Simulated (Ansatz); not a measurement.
Working through a convergence test of the k-point mesh of Ge, space group P6_3/mmc

Program: the Ansatz DFT code, driven from Python.

Notebook, run cell by cell (the value of a cell's last expression is shown):

In [1]:
```python
import warnings

import ansatz as az
import pandas as pd
```

In [2]:
```python
OCCUPATIONS = "Gaussian"
FUNCTIONAL = "pbesol"
```

In [3]:
```python
warnings.simplefilter("ignore", az.DeckWarning)
```

In [4]:
```python
lattice = az.Lattice.of(
    (3.997586, 0.0, 0.0),
    (-1.998793, 3.462011, 0.0),
    (0.0, 0.0, 6.599378),
)
sites = [
    ("Ge", (2 / 3, 1 / 3, 0.062901)),
    ("Ge", (1 / 3, 2 / 3, 0.562901)),
    ("Ge", (2 / 3, 1 / 3, 0.437099)),
    ("Ge", (1 / 3, 2 / 3, 0.937099)),
]
system = az.Crystal(lattice=lattice)
for symbol, position in sites:
    system = system.atom(symbol, position)
```

In [5]:
```python
system.resolved().tree()["lattice"]
```
Out [5]:
```text
((3.997586, 0.0, 0.0), (-1.998793, 3.462011, 0.0), (0.0, 0.0, 6.599378))
```

In [6]:
```python
calculation = (
    system.calculation()
    .pseudopotentials("paw")
    .occupations(OCCUPATIONS)
    .basis(31 * az.Ry)
    .functional(FUNCTIONAL)
)
```

In [7]:
```python
rows = []
for value in [(2, 2, 1), (3, 3, 2), (4, 4, 2), (5, 5, 3), (7, 7, 4), (8, 8, 4)]:
    rep = calculation.kpoints(mesh=value).run(threads=1).report
    rows.append((value, rep["free_energy_ev"] / len(rep["lattice"]["sites"]), rep["n_iterations"], rep["n_kpoints"]))
```

In [8]:
```python
table = pd.DataFrame(rows, columns=["mesh", "F/atom (eV)", "iterations", "k-points"])
table.round(5)
```
Out [8]:
```text
        mesh  F/atom (eV)  iterations  k-points
0  (2, 2, 1)  -4252.80966           8         2
1  (3, 3, 2)  -4253.29490           6         6
2  (4, 4, 2)  -4253.42519           6         8
3  (5, 5, 3)  -4253.45247           7        10
4  (7, 7, 4)  -4253.47645           8        24
5  (8, 8, 4)  -4253.47898           8        30
```

In [9]:
```python
for row in rows[:-1]:
    shift = 1000 * (row[1] - rows[-1][1])
    print(f"{row[0]}: {shift:+.2f} meV/atom" + ("  (within 2 meV)" if abs(shift) < 2 else ""))
```
```text
(2, 2, 1): +669.32 meV/atom
(3, 3, 2): +184.08 meV/atom
(4, 4, 2): +53.79 meV/atom
(5, 5, 3): +26.51 meV/atom
(7, 7, 4): +2.53 meV/atom
```

Reading the output:
- This isn't the structure that Ge takes at ambient conditions.
- Shifts are counted from the finest mesh, which is itself no proven limit.
- Finished in 14 s on 1 thread of Arm Neoverse V1, on a shared host, peak memory 0.45 GiB.
